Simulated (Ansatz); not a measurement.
Working through a table of relaxed lattice constants and trends of a series on the perovskite structure: LiMoO3, RbMoO3, CsMoO3

Computed with the Python package of Ansatz (0.2.0).

Run as a notebook:

**Cell 1**
```python
import warnings

import ansatz as az
import matplotlib.pyplot as plt
import numpy as np
import pandas as pd


def perovskite(first, second, third, a):
    return (
        az.Lattice.cubic(a)
        .space_group(221)
        .atom(first, (0, 0, 0))
        .atom(second, (0.5, 0.5, 0.5))
        .atom(third, (0.5, 0.5, 0))
    )
```

**Cell 2**
```python
def run_phase(name, crystal):
    calc = (
        crystal.calculation()
        .functional('pbesol')
        .basis(19 * az.Ha)
        .kpoints(spacing=0.27)  # the mesh must be finer for metals
        .occupations('fermi_dirac', width=0.05)
        .spin('collinear')
        .stress()
        .band_table()  # levels at the mesh points
    )
    calc = calc.relax(force_tolerance=0.01, cell=True)
    return calc.run(threads=1)
```

**Cell 3**
```python
def volume_per_atom(outcome):
    return abs(np.linalg.det(outcome.lattice.cell_ang)) / len(outcome.lattice.sites)
```

**Cell 4**
```python
# the lattice constants below are starting guesses
warnings.simplefilter('ignore', az.DeckWarning)
```

**Cell 5**
```python
phases = {}
phases['LiMoO3'] = perovskite('Li', 'Mo', 'O', 3.34).moments(Mo=1.0)
phases['RbMoO3'] = perovskite('Rb', 'Mo', 'O', 4.05).moments(Mo=1.0)
phases['CsMoO3'] = perovskite('Cs', 'Mo', 'O', 4.22).moments(Mo=1.0)
```

**Cell 6**
```python
done = {}
for name, crystal in phases.items():
    try:
        done[name] = run_phase(name, crystal)
    except az.NonConvergedError as error:
        print(name, 'did not converge:', str(error)[:120])
```
Output:
```text
RunWarning: the starting moments were not kept: the SCF closed with an absolute magnetisation of 6.0e-6 μB, where they sum to 1 μB in size (1 site). That is at most 0.1 of that sum. Measured as dr2_m measures the in/out step, that magnetisation stands 8.0e-12 eV from none, at or under the dr2_threshold of 1.0e-7 eV: it is no larger than a step whose dr2_m would equal this threshold. The system [...]
```

**Cell 7**
```python
rows = [(name, float(np.linalg.norm(o.lattice.cell_ang[0])), volume_per_atom(o), abs(o.report['magnetization_mub'])) for name, o in done.items()]
print(pd.DataFrame(rows, columns=['compound', 'a (A)', 'V (A^3/atom)', 'M (muB/cell)']).round(4).to_string(index=False))
plt.figure(figsize=(4.5, 3))
plt.bar([row[0] for row in rows], [row[1] for row in rows])
plt.ylabel('a (A)')
plt.tight_layout()
plt.savefig('series.png', dpi=100)
```
Output:
```text
compound  a (A)  V (A^3/atom)  M (muB/cell)
  LiMoO3 3.8403       11.3275           0.0
  RbMoO3 3.9480       12.3077           0.0
  CsMoO3 4.0245       13.0369           0.0
```

From smallest to largest: LiMoO3 (11.33 Å³), RbMoO3 (12.31 Å³) and CsMoO3 (13.04 Å³). The largest is 15 % above the smallest.

Reading the output:
- The SCF didn't keep the moments it started from (some shrank, vanished or turned); what is printed is the state reached.
- For the metals among these phases the mesh is modest: differences between phases can be off by up to 40 meV an atom.
- Warnings are shown shortened and without file and line.
- The cells are built on a prototype by substitution; a member may or may not take this structure in nature.
- The script silences the warnings on its input, which a real study should read.
- The whole script took 2.2 min on 1 thread of Arm Neoverse V1, on a shared host, peak memory 0.6 GiB.

(Lines on the test bed's own set-up are left out of the output.)
